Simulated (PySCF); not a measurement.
# RuCl2: relaxation and vibrations of the triplet

Aim: relax RuCl2 as a triplet from a bent start, check by its vibrations whether the end is a minimum, and collect its spectrum and constants.

The runs use PySCF 2.14.0; PBE0, basis Ru def2-SVP with ECP28, Cl def2-SVP, scalar-relativistic core potentials, no spin–orbit coupling, density fitting.

## 1. The starting structure

3 atoms, charge 0, spin multiplicity 3.

Bond lengths: Ru1–Cl2 2.240 Å, Ru1–Cl3 2.240 Å. Angles: Cl2–Ru1–Cl3 110.0°.

Z-matrix (Å, degrees; charge 0 multiplicity 3):
```
Ru
Cl 1 2.2400
Cl 1 2.2400 2 110.00
```

## 2. First SCF at the start

The steps below are one call of a driver around PySCF. For each, scf.py gives the equivalent set-up of the SCF; relaxations use the driver's own optimiser. After this first run the driver tries any further starts and a stability analysis.

scf.py reads:

```python
from pyscf import gto, scf, dft
mol = gto.M(atom='''
Ru     0.000000     0.000000     0.000000
Cl     1.834900     0.000000     1.284800
Cl    -1.834900     0.000000     1.284800''',
    basis={'Ru': 'def2-SVP', 'Cl': 'def2-SVP'},
    ecp={'Ru': 'def2-SVP'},
    charge=0, spin=2)
mf = dft.UKS(mol, xc='PBE0')
mf.grids.atom_grid = (50, 194)
aux = {'Ru': 'def2-universal-JKFIT', 'Cl': 'def2-universal-JKFIT'}
mf = mf.density_fit(auxbasis=aux)
mf.conv_tol = 1e-08
mf.diis_space = 10
mf.max_cycle = 60
mf.init_guess = 'minao'
mf.verbose = 4
mf.kernel()
```

Launch:

```sh
> OMP_NUM_THREADS=2 python axn.py task.json out
```

Further steps of the session: Bent start, triplet: relaxation; Is it a minimum? Harmonic modes.

What does the calculation give? Wanted: minimum; geometry; wavenumbers; dipole moment; highest occupied, lowest empty level; polar-tensor charge of Ru1; zero-point energy; atomisation energy; ⟨S²⟩.

As calculated:

```
                                          quantity                                value
                                           minimum                         triplet, C2v
                                          geometry  Ru–Cl 2.201 Å (×2); Cl–Ru–Cl 111.9°
                                wavenumbers (cm⁻¹)          90 (a1), 390 (a1), 423 (b2)
                                     dipole moment                               2.73 D
highest occupied, lowest empty level (either spin)                      -6.81, -4.31 eV
                        polar-tensor charge of Ru1                              +0.95 e
                                 zero-point energy                           5.4 kJ/mol
                               entropy at 298.15 K                      311.6 J/(mol K)
         atomisation energy (no zero-point energy)                           631 kJ/mol
                                              ⟨S²⟩                                2.018
```

What this shows: The molecule stays C2v, as typed, and the end point is a minimum. In the infrared the band at 423 cm⁻¹ (b2, stretch) leads. Most of the spin sits on Ru1 (Mulliken spin 1.93, against 2 for the whole molecule). The first SCF alone would have been 50 kJ/mol too high. Other starts or spin states, not run here, may lie lower. One determinant may miss the lowest occupation of an open d or f shell.
